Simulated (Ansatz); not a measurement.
**C₂H₇NSSi: one species, many methods**

One table from this session's results is given with a row withheld; the runs are named, their logs left out.

Method: functionals in def2-TZVPP, the program's frozen cores in correlated methods; program: Ansatz 0.2.0, Gaussian basis.

Levels to be run: LDA (SPW92), PBE-D4, revPBE-D4, BLYP-D4, r2SCAN-D4, B97M-V, PBE0-D4, B3LYP-D4, r2SCANh-D4, r2SCAN0-D4, HSE06-D4, BHLYP-D4, CAM-B3LYP-D4, LC-ωPBE, ωB97X-V, ωB97M-V, B2PLYP, PBE-QIDH; CCSD(T)/def2-SVP; CCSD(T)/def2-TZVPP; MP2/def2-QZVPP; extrapolation to the limit; RPA on PBE.

### The geometry

All runs share one geometry, relaxed beforehand with PBE0-D4 in a triple-zeta def2 set.

SMILES `NC1([SiH3])CS1`, 12 atoms, charge 0, spin multiplicity 1.

Atoms are counted from 1 here; the program's logs count them from 0.

Bond lengths: N1–C2 1.405 Å, N1–H6 1.013 Å, N1–H7 1.011 Å, C2–Si3 1.879 Å, C2–C4 1.472 Å, C2–S5 1.897 Å, Si3–H8 1.481 Å, Si3–H9 1.490 Å, Si3–H10 1.486 Å, C4–S5 1.806 Å, C4–H11 1.087 Å, C4–H12 1.086 Å. Angles: C2–N1–H6 112.7°, C2–N1–H7 112.8°, H6–N1–H7 108.8°, N1–C2–Si3 117.1°, N1–C2–C4 118.2°, N1–C2–S5 120.3°, Si3–C2–C4 118.0°, Si3–C2–S5 108.3°, C4–C2–S5 63.4°, C2–Si3–H8 108.2°, C2–Si3–H9 110.6°, C2–Si3–H10 108.9°, H8–Si3–H9 109.8°, H8–Si3–H10 110.9°, H9–Si3–H10 108.3°, C2–C4–S5 69.9°, C2–C4–H11 116.5°, C2–C4–H12 119.0° and more.

Set-up of the first run:

Contents of in.yaml:

```yaml
crystal:
  periodic: [false, false, false]
  atoms:
    - {symbol: N, position_ang: [-0.547314, 1.476814, 0.350230]}
    - {symbol: C, position_ang: [-0.173061, 0.203363, -0.109960]}
    - {symbol: Si, position_ang: [1.406902, -0.531630, 0.591993]}
    - {symbol: C, position_ang: [-1.235774, -0.721706, -0.535772]}
    - {symbol: S, position_ang: [-0.251014, -0.207853, -1.959700]}
    - {symbol: H, position_ang: [-1.371809, 1.834034, -0.117561]}
    - {symbol: H, position_ang: [0.195237, 2.157597, 0.267124]}
    - {symbol: H, position_ang: [1.512312, -1.934363, 0.127479]}
    - {symbol: H, position_ang: [1.385819, -0.492607, 2.080926]}
    - {symbol: H, position_ang: [2.563855, 0.272161, 0.119742]}
    - {symbol: H, position_ang: [-2.252566, -0.338682, -0.507126]}
    - {symbol: H, position_ang: [-1.155486, -1.772330, -0.273175]}
basis:
  gaussian: {orbitals: def2-TZVPP}
hamiltonian: {xc: lda}
output: {orbitals: {seedname: orbitals}}
```

Among the steps run: LDA; PBE-D4 (GGA); revPBE-D4 (GGA); BLYP-D4 (GGA); r2SCAN-D4 (meta-GGA); B97M-V (meta-GGA); PBE0-D4 (hybrid); B3LYP-D4 (hybrid); r2SCANh-D4 (hybrid); r2SCAN0-D4 (hybrid); HSE06-D4 (hybrid); BHLYP-D4 (hybrid); CAM-B3LYP-D4 (range-separated); LC-ωPBE (range-separated); ωB97X-V (range-separated); ωB97M-V (range-separated); B2PLYP (double hybrid); PBE-QIDH (double hybrid).

One of the session's tables, all rows but one given; the rest of the session is left out.

It belongs to the step «Orbital energies across the functionals». 

| functional | HOMO (eV) | gap (eV) |
| --- | --- | --- |
| LDA (SPW92) | -5.37 | 4.20 |
| PBE-D4 | -5.25 | 4.27 |
| revPBE-D4 | -5.20 | 4.31 |
| BLYP-D4 | -5.09 | 4.24 |
| r2SCAN-D4 | -5.48 | 4.73 |
| B97M-V | -5.60 | 4.80 |
| PBE0-D4 | ? | ? |
| B3LYP-D4 | -6.24 | 5.97 |
| r2SCANh-D4 | -5.94 | 5.53 |
| r2SCAN0-D4 | -6.63 | 6.73 |
| HSE06-D4 | -6.08 | 5.66 |
| BHLYP-D4 | -7.57 | 8.52 |
| CAM-B3LYP-D4 | -7.81 | 8.84 |
| LC-ωPBE | -9.21 | 11.38 |
| ωB97X-V | -8.84 | 10.91 |
| ωB97M-V | -8.69 | 10.53 |

**Question.** Estimate the row for PBE0-D4.

**Answer.** HOMO (eV): -6.48; gap (eV): 6.44. In the column «HOMO (eV)» it lies between r2SCAN0-D4 (-6.63) and B3LYP-D4 (-6.24).
